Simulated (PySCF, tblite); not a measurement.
# C₃H₈F₂SSi₂: geometry, infrared bands and NMR shifts

What infrared bands and NMR shifts should C₃H₈F₂SSi₂ (`F[C@@H]1C[SiH2][Si@@](F)(S)C1`) show?

The runs use tblite 0.8.0 and PySCF 2.14.0, with density-fitted response routines of our own; the level of theory stands in each step. All values are computed, except where a source is named. Atoms are numbered from 0 throughout.

**1. The molecule as given**

16 atoms, charge 0, multiplicity 1; geometry from: force field or distance geometry start.

Bonds of the start (Å): F0–C1 1.35, C1–C2 1.54, C2–Si3 1.90, Si3–Si4 2.31, Si4–F5 1.61, Si4–S6 2.12, Si4–C7 1.87, C7–C1 1.54, C1–H8 1.09, C2–H9 1.11, C2–H10 1.09, Si3–H11 1.49, Si3–H12 1.47, S6–H13 1.34, C7–H14 1.09, C7–H15 1.09.

**2. Optimising the geometry with GFN2-xTB**

Job settings and geometry (Å):

```
{"job": {"kind": "relax", "xc": "GFN2-xTB", "basis": "xTB"}, "charge": 0, "multiplicity": 1}
F     -1.935700     0.339500    -1.077400
C     -1.582800    -0.217200     0.097500
C     -1.049900     0.880500     1.042500
Si     0.636600     1.515500     0.425900
Si     1.119000    -0.499900    -0.603700
F      1.284600    -0.390100    -2.198000
S      2.752200    -1.569900     0.234900
C     -0.516800    -1.298700    -0.161300
H     -2.475300    -0.679200     0.531300
H     -1.764500     1.723000     1.070900
H     -0.947600     0.489800     2.054000
H      1.512300     1.830200     1.593800
H      0.485700     2.661200    -0.486500
H      3.727600    -0.912100    -0.407800
H     -0.400600    -1.913000     0.732500
H     -0.852300    -1.950600    -0.972700
```

The run is started by

```console
> OMP_NUM_THREADS=1 python probes_run.py task.json out
```

The driver reads the jobs from task.json and runs them one after another.

Output:

```text
step      E/eV     max force
  0    -727.65226    1.635
  1    -727.72279    0.656
  2    -727.74377    0.252
  3    -727.75336    0.220
  4    -727.75989    0.201
  5    -727.76621    0.222
  6    -727.77261    0.214
  7    -727.77856    0.225
  8    -727.78277    0.151
  9    -727.78579    0.132
 10    -727.78821    0.116
 11    -727.78999    0.107
 12    -727.79116    0.078
 13    -727.79206    0.072
 14    -727.79288    0.069
 15    -727.79356    0.067
 16    -727.79408    0.053
 17    -727.79456    0.060
 18    -727.79515    0.085
 19    -727.79581    0.074
 20    -727.79641    0.064
 21    -727.79694    0.062
 22    -727.79761    0.084
 23    -727.79865    0.122
 24    -727.80008    0.132
 25    -727.80137    0.105
 26    -727.80212    0.047
 27    -727.80254    0.053
 28    -727.80294    0.060
 29    -727.80342    0.060
 30    -727.80390    0.055
 31    -727.80434    0.053
 32    -727.80479    0.064
 33    -727.80526    0.059
 34    -727.80565    0.046
 35    -727.80589    0.030
 36    -727.80605    0.029
 37    -727.80623    0.035
 38    -727.80645    0.042
 39    -727.80666    0.037
 40    -727.80683    0.032
 41    -727.80698    0.031
 42    -727.80714    0.030
 43    -727.80731    0.035
 44    -727.80748    0.030
 45    -727.80764    0.032
 46    -727.80786    0.038
 47    -727.80818    0.053
 48    -727.80852    0.044
 49    -727.80878    0.037
 50    -727.80893    0.036
 51    -727.80907    0.041
 52    -727.80927    0.052
 53    -727.80954    0.044
 54    -727.80973    0.044
 55    -727.80996    0.029
 56    -727.81010    0.027
 57    -727.81029    0.027
 58    -727.81040    0.025
 59    -727.81054    0.025
 60    -727.81065    0.025
 61    -727.81077    0.029
 62    -727.81086    0.026
 63    -727.81092    0.019
 64    -727.81096    0.014
 65    -727.81099    0.016
 66    -727.81102    0.021
 67    -727.81105    0.023
 68    -727.81109    0.022
 69    -727.81115    0.024
 70    -727.81119    0.015
 71    -727.81121    0.013
 72    -727.81123    0.014
 73    -727.81126    0.016
 74    -727.81130    0.021
 75    -727.81134    0.019
 76    -727.81138    0.011
 77    -727.81140    0.017
 78    -727.81141    0.013
 79    -727.81144    0.012
 80    -727.81146    0.012
 81    -727.81148    0.009
```

Run time: 0.71 s. Hardware: 1 thread of Arm Neoverse V1, shared host; peak memory 0.18 GiB.

The steps of the relaxation: (not every step is listed)

```
step  energy from step 0 (eV)  largest force (eV/Å)
   0                   0.0000                1.6345
   1                  -0.0705                0.6563
   2                  -0.0915                0.2517
   3                  -0.1011                0.2199
   4                  -0.1076                0.2005
   5                  -0.1140                0.2215
   6                  -0.1204                0.2139
   7                  -0.1263                0.2253
   8                  -0.1305                0.1513
  14                  -0.1406                0.0686
  20                  -0.1442                0.0639
  26                  -0.1499                0.0465
  32                  -0.1525                0.0637
  38                  -0.1542                0.0420
  44                  -0.1552                0.0296
  50                  -0.1567                0.0356
  56                  -0.1578                0.0269
  62                  -0.1586                0.0258
  68                  -0.1588                0.0217
  74                  -0.1590                0.0212
  76                  -0.1591                0.0112
  77                  -0.1591                0.0166
  78                  -0.1592                0.0131
  79                  -0.1592                0.0124
  80                  -0.1592                0.0117
  81                  -0.1592                0.0091
```

Close pairs (by a distance rule), those that changed most:

```
   bond  before (Å)  after (Å)  change (Å)
  F0–C1       1.347      1.391      +0.044
 Si4–S6       2.125      2.165      +0.040
 Si4–C7       1.873      1.909      +0.036
Si3–H11       1.493      1.465      -0.028
 S6–H13       1.341      1.322      -0.019
  C1–C2       1.543      1.526      -0.018
 Si4–F5       1.607      1.622      +0.016
  C1–C7       1.540      1.525      -0.016
```

The final coordinates are the input of the step that follows.

**3. Infrared spectrum with GFN2-xTB**

Job settings and geometry (Å):

```
{"job": {"kind": "ir", "xc": "GFN2-xTB", "basis": "xTB"}, "charge": 0, "multiplicity": 1}
F     -1.786598     0.425484    -1.106600
C     -1.527946    -0.203097     0.107418
C     -1.054943     0.864809     1.089102
Si     0.584284     1.616253     0.431505
Si     1.173249    -0.415719    -0.503181
F      1.434917    -0.433476    -2.104247
S      2.788987    -1.633275     0.267878
C     -0.484964    -1.288014    -0.137426
H     -2.489333    -0.637596     0.415252
H     -1.839984     1.611410     1.205329
H     -0.910972     0.395070     2.062152
H      1.377598     2.117807     1.556958
H      0.320369     2.698782    -0.515826
H      3.646650    -1.273970    -0.671404
H     -0.423729    -1.921748     0.746231
H     -0.815182    -1.913775    -0.967088
```

Output:

```text
mode    cm-1     km/mol
  1      53.2      2.05
  2      75.7     19.09
  3      90.7     12.88
  4     111.0      1.56
  5     143.1      2.99
  6     173.2     39.86
  7     190.2     25.46
  8     259.7     21.45
  9     335.3      4.77
 10     382.8     17.88
 11     400.5     21.11
 12     430.6      1.49
 13     505.8      6.66
 14     540.5    115.88
 15     604.2    242.11
 16     631.4     43.77
 17     686.1     10.53
 18     697.7     88.63
 19     740.5      2.30
 20     748.4     13.27
 21     766.6    247.65
 22     789.2     93.72
 23     809.9    135.73
 24     899.7     54.91
 25     966.4    104.71
 26    1033.5     18.64
 27    1114.6      7.35
 28    1173.6     10.77
 29    1198.2     66.03
 30    1256.0     29.43
 31    1299.0      7.63
 32    1301.9     10.38
 33    1445.7      4.92
 34    1462.9      5.86
 35    2241.0    271.88
 36    2267.2    274.41
 37    2489.4     75.48
 38    2890.4     64.17
 39    2989.6     14.52
 40    2991.7     20.13
 41    3003.7     13.62
 42    3005.0     19.68
```

Wall time 0.74 s (1 thread of Arm Neoverse V1, shared host); peak memory 0.18 GiB.

Which atoms move in the most intense modes:

```
cm⁻¹  km/mol                                atoms
 540   115.9                    Si4 53 %, S6 15 %
 604   242.1          H12 29 %, H11 16 %, C1 16 %
 767   247.7                   H11 38 %, H12 28 %
 789    93.7  C2 25 %, H9 19 %, C7 17 %, H10 11 %
 810   135.7                    Si4 37 %, F5 32 %
 966   104.7  C1 33 %, H15 16 %, F0 15 %, H9 13 %
2241   271.9                             H11 97 %
2267   274.4                             H12 97 %
```

**4. NMR shieldings: PBE0/pcSseg-1**

Same as in step 3 but for these lines:

```diff
@@ -1,2 +1,2 @@
-{"job": {"kind": "ir", "xc": "GFN2-xTB", "basis": "xTB"}, "charge": 0, "multiplicity": 1}
+{"job": {"kind": "nmr", "xc": "PBE0", "basis": "pcSseg-1"}, "charge": 0, "multiplicity": 1}
 F     -1.786598     0.425484    -1.106600
```

Method: GIAO PBE0/pcSseg-1 NMR shielding, non-relativistic, gas phase.

Output:

```text
coarse grid: 15264 points
cycle   1  E = -1295.1512402251  dE =  7.958e-01  |g| = 7.541e-01  |ddm| = 3.669e+00
cycle   2  E = -1295.0611869170  dE =  9.005e-02  |g| = 1.099e+00  |ddm| = 1.495e+00
cycle   3  E = -1295.2552455372  dE = -1.941e-01  |g| = 1.035e-01  |ddm| = 9.200e-01
cycle   4  E = -1295.2571775228  dE = -1.932e-03  |g| = 3.941e-02  |ddm| = 1.271e-01
cycle   5  E = -1295.2575150515  dE = -3.375e-04  |g| = 5.033e-03  |ddm| = 4.166e-02
cycle   6  E = -1295.2575206132  dE = -5.562e-06  |g| = 2.293e-03  |ddm| = 8.283e-03
final grid: 135408 points
cycle   7  E = -1295.3172034676  dE = -3.359e-05  |g| = 9.635e-03  |ddm| = 2.846e-02
cycle   8  E = -1295.3171854798  dE =  1.799e-05  |g| = 1.294e-02  |ddm| = 2.224e-02
cycle   9  E = -1295.3172260498  dE = -4.057e-05  |g| = 1.162e-03  |ddm| = 1.289e-02
cycle  10  E = -1295.3172262526  dE = -2.029e-07  |g| = 3.131e-04  |ddm| = 1.210e-03
cycle  11  E = -1295.3172262683  dE = -1.567e-08  |g| = 6.671e-05  |ddm| = 3.124e-04
cycle  12  E = -1295.3172262692  dE = -9.318e-10  |g| = 2.037e-05  |ddm| = 9.441e-05
converged SCF energy = -1295.3172262692

GIAO shielding tensors (ppm)
atom      isotropic    diamagn.    paramagn.     s11        s22        s33       span
  0 F      357.009     477.633    -120.624    329.188    361.314    380.524     51.336
  1 C       92.135     244.355    -152.220     58.439     76.844    141.123     82.684
  2 C      164.028     255.237     -91.209    147.906    153.030    191.148     43.242
  3 Si     429.764     880.374    -450.610    403.013    429.334    456.945     53.933
  4 Si     281.266     876.491    -595.225    242.518    284.833    316.448     73.931
  5 F      338.710     468.624    -129.913    304.091    319.389    392.652     88.562
  6 S      704.484    1056.702    -352.218    560.373    693.486    859.594    299.220
  7 C      152.494     256.650    -104.156    142.121    147.045    168.315     26.194
  8 H       25.988      29.997      -4.008     23.553     24.157     30.254      6.701
  9 H       29.659      30.145      -0.486     24.939     27.216     36.822     11.883
 10 H       30.989      31.830      -0.841     27.222     27.923     37.822     10.600
 11 H       28.095      28.836      -0.741     24.879     25.477     33.930      9.052
 12 H       27.701      29.105      -1.404     24.173     25.262     33.669      9.496
 13 H       30.948      28.562       2.386     23.173     27.397     42.272     19.099
 14 H       30.972      32.235      -1.263     26.520     29.818     36.578     10.057
 15 H       29.743      30.913      -1.169     25.687     28.179     35.363      9.677
```

Run time: 35 s. Hardware: 1 thread of Arm Neoverse V1, shared host; peak memory 0.88 GiB.

The references, computed at this level on geometries of the same kind, shield at (ppm): ¹H TMS 31.72, ¹³C TMS 186.9, ²⁹Si TMS 349.2, ¹⁹F CFCl3 170.9, ³³S CS2 504. Their shielding less the atom's gives the shift. The references are single molecules in the gas phase, so shifts against H2O, NH3, PH3, H3PO4 or CFCl3 are not on the usual liquid scales and can be off by tens of ppm.

```
atoms                                                  environment  σ (ppm)  δ (ppm)  δ scaled to CDCl3
   C1                                           sp3 CH bonded to F     92.1     94.8               90.6
   C7                                         sp3 CH2 bonded to Si    152.5     34.4               31.7
   C2                                         sp3 CH2 bonded to Si    164.0     22.9               20.4
   H8                            hydrogen on an sp3 CH bonded to F    25.99     5.73               5.51
  H12  hydrogen on a silicon bonded to C, Si, in a 5-membered ring    27.70     4.02                  –
  H11  hydrogen on a silicon bonded to C, Si, in a 5-membered ring    28.10     3.62                  –
   H9                          hydrogen on an sp3 CH2 bonded to Si    29.66     2.06               2.05
  H15                          hydrogen on an sp3 CH2 bonded to Si    29.74     1.97               1.97
  H13                            hydrogen on a sulfur bonded to Si    30.95     0.77                  –
  H14                          hydrogen on an sp3 CH2 bonded to Si    30.97     0.74               0.81
  H10                          hydrogen on an sp3 CH2 bonded to Si    30.99     0.73               0.79
   F5                                        fluorine bonded to Si    338.7   -167.8                  –
   F0                                    fluorine on an sp3 carbon    357.0   -186.1                  –
  Si4          silicon bonded to C, F, S, Si, in a 5-membered ring    281.3     67.9                  –
  Si3           silicon bonded to C, Si, 2 H, in a 5-membered ring    429.8    -80.6                  –
   S6                                       sulfur bonded to Si, H      704     -201                  –
```

The scaled column applies a straight-line fit of computed shieldings to shifts measured in CDCl3, with any fitted terms for Cl, Br or S neighbours, and one for carbons that bear F (root-mean-square error 0.16 ppm for H, 1.9 ppm for C).

Charges from the same density, by scheme (e):

```
atoms  Mulliken    IAO  Hirshfeld  ESP fit
   F0     -0.33  -0.34      -0.11    -0.25
   C1      0.10   0.19       0.06     0.32
   C2     -0.50  -0.54      -0.17    -0.28
  Si3      0.31   0.41       0.24     0.28
  Si4      0.87   0.98       0.34     0.39
   F5     -0.41  -0.53      -0.21    -0.26
   S6     -0.40  -0.33      -0.15    -0.40
   C7     -0.51  -0.58      -0.18    -0.32
```

Mayer bond orders: F0–C1 0.86, C1–C2 1.02, C2–Si3 0.87, Si3–Si4 0.88, Si4–F5 0.94, Si4–S6 0.99, Si4–C7 0.86, C7–C1 1.02.

Ring of atoms C1, C2, Si3, Si4, C7: NICS(0) -2.4, NICS(1) -3.4, NICS(1)zz -1.6 ppm (means of both faces).

**5. Outcome**

| quantity | value |
| --- | --- |
| strongest single infrared mode (GFN2-xTB) | 2267 cm⁻¹, 274 km/mol |
| zero-point energy (GFN2-xTB) | 64.6 kcal/mol |
| ¹³C shifts against TMS (PBE0/pcSseg-1) | 94.8, 34.4, 22.9 ppm |
| ¹H shifts against TMS (PBE0/pcSseg-1) | 5.73, 4.02, 3.62, 2.06, 1.97, 0.77, 0.74, 0.73 ppm |
| ¹⁹F shifts against CFCl3 (PBE0/pcSseg-1) | -167.8, -186.1 ppm |
| ²⁹Si shifts against TMS (PBE0/pcSseg-1) | 67.9, -80.6 ppm |
| ³³S shifts against CS2 (PBE0/pcSseg-1) | -201 ppm |

In words: Over 81 steps the energy fell by 0.159 eV; of the close pairs, F0–C1 changed most, 1.347 to 1.391 Å. All 42 modes are real, so the xTB geometry is a minimum. The strongest single mode, at 2267 cm⁻¹, moves mainly H12. Unscaled tight-binding wavenumbers are off by several per cent, some by more. Its intensities can rank the bands wrongly. C1 (sp3 CH bonded to F) lies farthest downfield among carbon, at 94.8 ppm; deshielded by the electronegative neighbour. H8 (hydrogen on an sp3 CH bonded to F) lies farthest downfield among hydrogen, at 5.73 ppm; its carbon carries F, which withdraws density. At PBE0/pcSseg-1: Shielding is most anisotropic at S6 (span 299 ppm, paramagnetic term -352 ppm).
